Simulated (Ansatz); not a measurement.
# Tl2S: the cost of one run

Program: Ansatz 0.2.0. Level of theory: DFT PBE, scalar-relativistic, plane waves, PAW. These are calculated values, not measurements.

2 further runs of the same task are left out: 1 that didn't finish, 1 set aside as unsound or not needed.

## Step 1: The system as given

It takes space group P6/mmm (No. 191, hexagonal). Conventional cell: a = 6.187 Å, b = 6.187 Å, c = 14.000 Å, α = 90.00°, β = 90.00°, γ = 120.00°. Around Tl (site symmetry -6m2) lie 3 Tl at 3.57 Å and 3 S at 3.57 Å. S (site symmetry 6/mmm) is surrounded by 6 Tl at 3.57 Å.

Coordinates:

```
Tl S
1.0
     6.18742    0.00000    0.00000
    -3.09371    5.35846    0.00000
     0.00000    0.00000   14.00000
Tl S
2 1
Cartesian
  0.0000 3.5723 7.0000
  3.0937 1.7862 7.0000
  0.0000 0.0000 7.0000
```

The cell is invented: random sheet by layer group and Wyckoff sites. The dimensions are guesses.

Only a and b are periodic; c spans vacuum, so the box's volume, pressure and space group aren't properties of the sheet.

## Step 2: Probe: one point on a coarse mesh

input.yaml

```yaml
crystal:
  lattice:
    - [6.187419, 0.0, 0.0]
    - [-3.09371, 5.358462, 0.0]
    - [0.0, 0.0, 14.0]
  atoms:
    - { symbol: Tl, position: [0.33333333, 0.66666667, 0.5] }
    - { symbol: Tl, position: [0.66666667, 0.33333333, 0.5] }
    - { symbol: S, position: [0.0, 0.0, 0.5] }
  periodic: [true, true, false]
basis:
  ecutwfc: 420
kpoints:
  mp_grid: { grid: [3, 3, 1] }
hamiltonian:
  xc: pbe
scf:
  occupations: { method: gaussian, width: 0.1 }
  lower_state_search: "off"
output:
  forces: true
  stress: true
  eigenvalues: true
```

Run with:

```bash
$ ansatz run input.yaml --threads 1 --pin off --max-ram 2048MiB --backend cpu --events-out ev --progress --plain --runs-dir out
```

**Question.** How long does this run take on 1 thread of Intel Xeon 6975P-C (Granite Rapids), shared host, and how much memory does it need?

About 3.2 s, with a peak of 0.74 GiB.
